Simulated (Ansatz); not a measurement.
**H₄OSeSi (SMILES O[SiH2][SeH]): one structure at several levels**

The task here is to estimate one member of a computed series from the others.

Program: Ansatz 0.2.0, Gaussian basis. Level of theory: single points in def2-TZVPP. These are calculated values, not measurements.

Cores are frozen in the correlated methods. Filled d shells of the heavier atoms are correlated. B3LYP uses VWN-RPA correlation.

## Starting geometry

SMILES `O[SiH2][SeH]`, 7 atoms, charge 0, spin multiplicity 1.

Atoms are counted from 1 here; the program's logs count them from 0.

Bond lengths: O1–Si2 1.674 Å, O1–H4 0.998 Å, Si2–Se3 2.229 Å, Si2–H5 1.513 Å, Si2–H6 1.510 Å, Se3–H7 1.392 Å. Angles: Si2–O1–H4 123.4°, O1–Si2–Se3 104.3°, O1–Si2–H5 110.8°, O1–Si2–H6 112.3°, Se3–Si2–H5 114.0°, Se3–Si2–H6 107.1°, H5–Si2–H6 108.3°, Si2–Se3–H7 97.1°.

Geometry (Å):

```xyz
7
H4OSeSi
O    -1.1389   -0.6133   -0.5222
Si   -0.0492    0.5064    0.0779
Se    1.3905   -0.7113    1.2672
H    -1.9456   -0.3642   -1.0541
H     0.5896    1.2917   -1.0461
H    -0.6974    1.4831    1.0302
H     1.8712   -1.4864    0.2152
```

The first run:

Input file run/in.yaml:

```yaml
crystal:
  periodic: [false, false, false]
  atoms:
    - {symbol: O, position_ang: [-1.138900, -0.613300, -0.522200]}
    - {symbol: Si, position_ang: [-0.049200, 0.506400, 0.077900]}
    - {symbol: Se, position_ang: [1.390500, -0.711300, 1.267200]}
    - {symbol: H, position_ang: [-1.945600, -0.364200, -1.054100]}
    - {symbol: H, position_ang: [0.589600, 1.291700, -1.046100]}
    - {symbol: H, position_ang: [-0.697400, 1.483100, 1.030200]}
    - {symbol: H, position_ang: [1.871200, -1.486400, 0.215200]}
basis:
  gaussian: {orbitals: def2-TZVPP}
correlation: {method: ccsd_t}
output: {forces: true}
```

No record of the launch command was kept for these runs.

Among the steps run: CCSD(T)/def2-TZVPP; PBE0-D4/def2-TZVPP; wB97M-V/def2-TZVPP; r2SCAN-D4/def2-TZVPP; PBE-D4/def2-TZVPP; B97M-V/def2-TZVPP; B3LYP-D4/def2-TZVPP.

One of the session's tables, all rows but one given; the rest of the session is left out.

| method | RMS force component (eV/Å) | angle to CCSD(T) forces (°) | dipole (D) |
| --- | --- | --- | --- |
| CCSD(T) | 0.881 | reference | 1.84 |
| PBE0-D4 | 0.917 | 5.2 | 1.83 |
| wB97M-V | ? | ? | ? |
| r2SCAN-D4 | 0.884 | 4.9 | 1.82 |
| PBE-D4 | 0.883 | 14.2 | 1.70 |
| B97M-V | 0.904 | 7.1 | 1.65 |
| B3LYP-D4 | 0.912 | 4.2 | 1.80 |

**Question.** Estimate the row for wB97M-V.

As computed: RMS force component (eV/Å): 0.887; angle to CCSD(T) forces (°): 2.7; dipole (D): 1.87. In the column «RMS force component (eV/Å)» it lies between r2SCAN-D4 (0.884) and B97M-V (0.904).
